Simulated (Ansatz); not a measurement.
# Si(SH)Cl3 (Cl3HSSi): a spread of methods and bases

How do the results and run time of Si(SH)Cl3 (Cl3HSSi) respond when the settings are drawn wide?

Program: Ansatz 0.2.0, Gaussian basis. Level of theory: the settings change from run to run. These are calculated values, not measurements.

### 1 The relaxed structure

The structure was relaxed beforehand with PBE0-D4/def2-SVP.

6 atoms, charge 0, spin multiplicity 1.

Atoms are counted from 1 here; the program's logs count them from 0.

Bond lengths: Si1–S2 2.114 Å, Si1–Cl4 2.040 Å, Si1–Cl5 2.047 Å, Si1–Cl6 2.047 Å, S2–H3 1.353 Å. Angles: S2–Si1–Cl4 106.2°, S2–Si1–Cl5 112.2°, S2–Si1–Cl6 112.3°, Cl4–Si1–Cl5 109.5°, Cl4–Si1–Cl6 109.5°, Cl5–Si1–Cl6 107.1°, Si1–S2–H3 93.5°.

### 2 RPBE/STO-3G

This run has unrestricted orbitals, density fitting with cc-pVTZ-jkfit, D3(BJ) with three-body dispersion, the search for lower states set to off.

in.yaml reads:

```yaml
crystal:
  periodic: [false, false, false]
  atoms:
    - {symbol: Si, position_ang: [0.192967, -0.007513, -0.374691]}
    - {symbol: S, position_ang: [0.293922, 0.025423, 1.736304]}
    - {symbol: H, position_ang: [-1.050646, 0.037802, 1.883724]}
    - {symbol: Cl, position_ang: [2.122923, -0.018692, -1.036247]}
    - {symbol: Cl, position_ang: [-0.779479, 1.627766, -1.129493]}
    - {symbol: Cl, position_ang: [-0.779687, -1.664796, -1.079595]}
basis:
  gaussian: {orbitals: STO-3G, fitting: {mean_field: cc-pVTZ-jkfit}}
magnetization: {spin_polarized: true, initial_magnetization: 0}
hamiltonian: {xc: {name: RPBE}, dispersion: d3bjatm}
scf: {lower_state_search: off}
output: {forces: true}
```

Command:

```bash
ansatz run in.yaml --threads 4 --pin off --events-out ev --progress --plain --max-ram 3916MiB
```

Output, shortened:

```text
Functional definition: RPBE
  name "RPBE"
  cite "Hammer, Hansen & Nørskov, Phys. Rev. B 59, 7413 (1999) doi:10.1103/PhysRevB.59.7413"
  cite "Perdew, Burke & Ernzerhof, Phys. Rev. Lett. 77, 3865 (1996) doi:10.1103/PhysRevLett.77.3865"
[...]
635 factors; integrals over basis functions are off by at most 8.4e-4 eV
[...]
mean field -55675.97648510 eV, -2046.0543972951 hartree, gradient 3.6e-6 eV, S^2 0.000000; 0 other end points of the search recorded, 0 dependent functions left out
[...]
reference -55675.97650497 eV, -2046.0543980254 hartree; 41, 41 occupied and 5, 5 virtual orbitals, 635 factors
Total energy: -55677.75968917 eV, -2046.1199288359 hartree
Atom 0 at     0.192967    -0.007513    -0.374691 Å, force     0.019374     0.027777     1.714414 eV/Å
Atom 1 at     0.293922     0.025423     1.736304 Å, force     0.723574    -0.003382     0.074538 eV/Å
Atom 2 at    -1.050646     0.037802     1.883724 Å, force    -0.668799     0.003759    -0.024784 eV/Å
Atom 3 at     2.122923    -0.018692    -1.036247 Å, force     1.410918    -0.009363    -0.546628 eV/Å
Atom 4 at    -0.779479     1.627766    -1.129493 Å, force    -0.742122     1.216276    -0.627217 eV/Å
Atom 5 at    -0.779687    -1.664796    -1.079595 Å, force    -0.742944    -1.235067    -0.590323 eV/Å
Dipole moment:    -0.161735     0.009230     0.507365 e Å
Checks for a lower state left out: stability, starts, cluster_reference, orbital_swaps, neighbouring_geometries, increment
```

Run time: 0.2 s. Hardware: 4 threads of AMD EPYC 9R45, shared host.

Largest force 1.715 eV/Å, dipole 2.56 D, ⟨S²⟩ 0.000.

### 3 LC-wPBE/STO-3G

Options: relativity set to scalar.

Edit in.yaml of step 2 so:

```diff
@@ -10,6 +10,4 @@
 basis:
-  gaussian: {orbitals: STO-3G, fitting: {mean_field: cc-pVTZ-jkfit}}
-magnetization: {spin_polarized: true, initial_magnetization: 0}
-hamiltonian: {xc: {name: RPBE}, dispersion: d3bjatm}
-scf: {lower_state_search: off}
-output: {forces: true}
+  gaussian: {orbitals: STO-3G}
+hamiltonian: {xc: {name: LC-wPBE}, pseudopotentials: {relativity: scalar}}
+scf: {omitted_lower_state_checks: [starts]}
```

Same command.

Output, shortened:

```text
Functional definition: LC-wPBE
  name "LC-wPBE"
  cite "Vydrov & Scuseria, J. Chem. Phys. 125, 234109 (2006) doi:10.1063/1.2409292"
  cite "Heyd & Scuseria, J. Chem. Phys. 120, 7274 (2004) doi:10.1063/1.1668634"
  cite "Ernzerhof & Perdew, J. Chem. Phys. 109, 3313 (1998) doi:10.1063/1.476928"
  cite "Perdew, Burke & Ernzerhof, Phys. Rev. Lett. 77, 3865 (1996) doi:10.1103/PhysRevLett.77.3865"
  parent pbe
[...]
503 factors; integrals over basis functions are off by at most 1.6e-5 eV
234 factors; integrals over basis functions are off by at most 1.9e-6 eV
[...]
mean field -55787.18637002 eV, -2050.1412851850 hartree, gradient 1.5e-5 eV, S^2 0.000000; 0 other end points of the search recorded, 0 dependent functions left out
reference -55787.18637002 eV, -2050.1412851852 hartree; 41, 41 occupied and 5, 5 virtual orbitals, 503 factors
Total energy: -55787.18637002 eV, -2050.1412851852 hartree
Relativity: scalar
Checks for a lower state left out: starts
```

Run time: 0.25 s. Hardware: 4 threads of AMD EPYC 9R45, shared host.

### 4 r2SCAN0/cc-pVTZ-DK

This run has charge +1, multiplicity 2, D3(BJ) dispersion.

Edit in.yaml of step 3 so:

```diff
@@ -10,4 +10,7 @@
 basis:
-  gaussian: {orbitals: STO-3G}
-hamiltonian: {xc: {name: LC-wPBE}, pseudopotentials: {relativity: scalar}}
+  gaussian: {orbitals: cc-pVTZ-DK}
+total_charge: 1
+magnetization: {spin_polarized: true, initial_magnetization: 1}
+hamiltonian: {xc: {name: r2SCAN0}, dispersion: d3bj}
 scf: {omitted_lower_state_checks: [starts]}
+output: {forces: true}
```

Launched as before.

Output, shortened:

```text
Warning: the engine holds no damping parameters fitted to this dispersion correction and functional, so the run takes those fitted to r2scan0 beside the three-body term, which d3bj leaves out (hamiltonian.dispersion, under Limitations)
Functional definition: r2SCAN0
  name "r2SCAN0"
  cite "Bursch, Neugebauer, Ehlert & Grimme, J. Chem. Phys. 156, 134105 (2022) doi:10.1063/5.0086040"
  cite "Furness, Kaplan, Ning, Perdew & Sun, J. Phys. Chem. Lett. 11, 8208 (2020) doi:10.1021/acs.jpclett.0c02405"
  cite "Furness, Kaplan, Ning, Perdew & Sun, J. Phys. Chem. Lett. 11, 9248 (2020) doi:10.1021/acs.jpclett.0c03077"
  parent r2scan
[...]
1549 factors; their error is unknown
[...]
mean field -56451.87946291 eV, -2074.5683058039 hartree, gradient 7.2e-5 eV, S^2 0.759140; 0 other end points of the search recorded, 0 dependent functions left out
[...]
reference -56451.87947170 eV, -2074.5683061268 hartree; 41, 40 occupied and 143, 144 virtual orbitals, 1549 factors
Total energy: -56451.97393117 eV, -2074.5717774481 hartree
Relativity: scalar
Atom 0 at     0.192967    -0.007513    -0.374691 Å, force     0.260341    -0.059575    -3.862038 eV/Å
Atom 1 at     0.293922     0.025423     1.736304 Å, force    -0.117331     0.018930     1.283602 eV/Å
Atom 2 at    -1.050646     0.037802     1.883724 Å, force    -0.096930     0.001956     0.121471 eV/Å
Atom 3 at     2.122923    -0.018692    -1.036247 Å, force    -0.799040     0.011851     0.662671 eV/Å
Atom 4 at    -0.779479     1.627766    -1.129493 Å, force     0.377615    -0.559822     0.904716 eV/Å
Atom 5 at    -0.779687    -1.664796    -1.079595 Å, force     0.375345     0.586660     0.889578 eV/Å
Dipole moment:    -0.252821     0.018897     1.146586 e Å
Checks for a lower state left out: starts
```

It took 3.9 s on 4 threads of AMD EPYC 9R45, shared host; peak memory 0.97 GiB.

Largest force 3.871 eV/Å, ⟨S²⟩ 0.759.

### 5 PBE/cc-pVDZ

Set apart from the defaults: multiplicity 3, atoms shaken by 0.08 Å, a point charge of 0.50 e beside it.

in.yaml reads:

```yaml
crystal:
  periodic: [false, false, false]
  atoms:
    - {symbol: Si, position_ang: [0.224529, -0.050996, -0.150042]}
    - {symbol: S, position_ang: [0.185050, 0.037360, 1.810038]}
    - {symbol: H, position_ang: [-0.984016, 0.028169, 1.746226]}
    - {symbol: Cl, position_ang: [2.149329, -0.161393, -1.154865]}
    - {symbol: Cl, position_ang: [-0.843692, 1.679177, -1.225307]}
    - {symbol: Cl, position_ang: [-0.840278, -1.728119, -0.985844]}
basis:
  gaussian: {orbitals: cc-pVDZ, point_charges: [{charge: 0.50, position_ang: [6.458, 0.652, -0.869]}]}
magnetization: {spin_polarized: true, initial_magnetization: 2}
hamiltonian: {xc: {name: PBE}}
scf: {omitted_lower_state_checks: [starts]}
output: {forces: true}
```

Launched as before.

Output, shortened:

```text
Functional definition: PBE
  name "PBE"
  cite "Perdew, Burke & Ernzerhof, Phys. Rev. Lett. 77, 3865 (1996) doi:10.1103/PhysRevLett.77.3865"
  parent pbe
[...]
1004 factors; integrals over basis functions are off by at most 8.2e-4 eV
[...]
mean field -56272.25398595 eV, -2067.9671912800 hartree, gradient 1.9e-6 eV, S^2 2.001824; 0 other end points of the search recorded, 0 dependent functions left out
[...]
reference -56272.25401763 eV, -2067.9671924442 hartree; 42, 40 occupied and 53, 55 virtual orbitals, 1004 factors
Total energy: -56272.25401763 eV, -2067.9671924442 hartree
Atom 0 at     0.224529    -0.050996    -0.150042 Å, force     0.531082     0.020838    -5.745461 eV/Å
Atom 1 at     0.185050     0.037360     1.810038 Å, force     8.365991    -0.053437     6.876482 eV/Å
Atom 2 at    -0.984016     0.028169     1.746226 Å, force    -8.295512    -0.033971    -0.346579 eV/Å
Atom 3 at     2.149329    -0.161393    -1.154865 Å, force     0.977397    -0.212085     0.113551 eV/Å
Atom 4 at    -0.843692     1.679177    -1.225307 Å, force    -0.953944     1.360713    -0.750768 eV/Å
Atom 5 at    -0.840278    -1.728119    -0.985844 Å, force    -0.582193    -1.073399    -0.134047 eV/Å
Dipole moment:    -0.437478    -0.009296     0.638976 e Å
Checks for a lower state left out: starts
```

It took 1 s on 4 threads of AMD EPYC 9R45, shared host.

Largest force 10.830 eV/Å, dipole 3.72 D, ⟨S²⟩ 2.002.

### 6 The runs in one table

| level | charge | multiplicity | geometry | functions | energy (eV) | time |
| --- | --- | --- | --- | --- | --- | --- |
| RPBE/STO-3G | 0 | 1 | relaxed | 46 | -55677.760 | 0.2 s |
| LC-wPBE/STO-3G | 0 | 1 | relaxed | 46 | -55787.186 | 0.25 s |
| r2SCAN0/cc-pVTZ-DK | 1 | 2 | relaxed | 184 | -56451.974 | 3.9 s |
| PBE/cc-pVDZ | 0 | 3 | shaken, point charge | 95 | -56272.254 | 1 s |

### 7 Outcome

| quantity | value |
| --- | --- |
| runs | 4 |
| quickest | RPBE/STO-3G, 0.2 s |
| slowest | r2SCAN0/cc-pVTZ-DK, 3.9 s |
| spread of total energies, same state and geometry | 109.4 eV |

In words: r2SCAN0/cc-pVTZ-DK took 20 times as long as RPBE/STO-3G. The jobs differ in tasks and options as well as level. The totals spread over 109 eV; they can't be compared across methods or bases. Some of these runs are scalar-relativistic and others not, which shifts the totals of all-electron atoms past neon by eV; core potentials, where a basis has them, take the core out of the total altogether. At the PBE0-D4/def2-SVP geometry and in the same state, runs without warnings or point charges leave forces up to 1.71 eV/Å (RPBE/STO-3G).
